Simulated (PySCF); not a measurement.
# C3H7BO2: the cost of one run

The runs use PySCF 2.14.0, with density-fitted response routines of our own; the level of theory stands in each step. All values are computed, except where a source is named. Atoms count from 0, in the outputs and in this text.

### 1 The starting structure

13 atoms, charge 0, multiplicity 1; geometry from: GFN2-xTB. The atoms were then displaced at random by about 0.01 Å, so the start is not that level's minimum.

Bonds of the start (Å): C0–C1 1.51, C1–C2 1.55, C2–O3 1.46, O3–B4 1.36, B4–O5 1.35, O5–C1 1.42, C0–H6 1.09, C0–H7 1.06, C0–H8 1.13, C1–H9 1.11, C2–H10 1.11, C2–H11 1.07, B4–H12 1.13.

### 2 Relaxing the molecule at PBE0-D3(BJ)/def2-SVP

What the job is given:

```
{"job": {"xc": "PBE0", "basis": "def2-SVP", "d3": "d3bj", "grid": 1, "shake": 0.01, "kind": "geom"}, "charge": 0, "multiplicity": 1}
C     -1.412890    -0.730540    -0.318390
C     -0.248990    -0.254920     0.512230
C      0.200310     1.190510     0.175110
O      1.580250     1.058450    -0.288130
B      1.885630    -0.263580    -0.248530
O      0.891480    -1.045370     0.229130
H     -1.199840    -0.592370    -1.380530
H     -1.626190    -1.747350    -0.128180
H     -2.312350    -0.108120    -0.054030
H     -0.477610    -0.367100     1.591080
H      0.210340     1.843500     1.070180
H     -0.383650     1.647240    -0.597300
H      2.899340    -0.647240    -0.572970
```

Command:

```bash
$ OMP_NUM_THREADS=1 python probes_run.py task.json out
```

One launch serves the whole session: the jobs run in the order shown.

**Question.** How long does this first job take on 1 thread of Arm Neoverse V2, shared host, and how much memory does it need?

About 46 s, with a peak of 0.5 GiB.
